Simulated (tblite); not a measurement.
# C5H9ClSi2: the cost of one run

Computed with tblite 0.8.0 and PySCF 2.14.0, with density-fitted response routines of our own, on a single molecule in the gas phase. Atoms are numbered from 0 throughout.

**1. The molecule as given**

17 atoms, charge 0, multiplicity 1; geometry from: force field or distance geometry start.

Bonds of the start (Å): Si0–C1 1.87, C1–Si2 1.84, Si2–Cl3 2.10, Si2–C4 1.84, C4–C5 1.30, C5–C6 1.40, C6–C7 1.30, C7–Si2 1.84, Si0–H8 1.47, Si0–H9 1.47, Si0–H10 1.47, C1–H11 1.11, C1–H12 1.12, C4–H13 1.09, C5–H14 1.13, C6–H15 1.12, C7–H16 1.06.

**2. Geometry optimisation with GFN2-xTB**

The job: settings as JSON, then the geometry in Å.

```
{"job": {"kind": "relax", "xc": "GFN2-xTB", "basis": "xTB"}, "charge": 0, "multiplicity": 1}
Si    -2.751500    -0.190500     0.078000
C     -1.124900    -1.021100     0.472600
Si     0.177500    -0.252600    -0.567100
Cl    -0.309500    -0.223300    -2.610300
C      0.702500     1.415100     0.018600
C      1.964000     1.336600     0.316000
C      2.599400     0.095900     0.147700
C      1.878500    -0.888100    -0.294900
H     -2.657200     0.278000    -1.310300
H     -3.907800    -1.064500     0.321700
H     -2.829600     0.998700     0.942100
H     -1.248000    -2.092900     0.206100
H     -0.927600    -0.962700     1.575400
H      0.068800     2.298500     0.077100
H      2.500900     2.254600     0.701100
H      3.678500    -0.079000     0.398800
H      2.179000    -1.890400    -0.482500
```

Launch:

```bash
OMP_NUM_THREADS=1 python probes_run.py task.json out
```

This one command runs all jobs of the session in turn.

**Question.** How long does this first job take on 1 thread of Arm Neoverse N1, shared host, and how much memory does it need?

About 1.5 s, with a peak of 0.18 GiB.
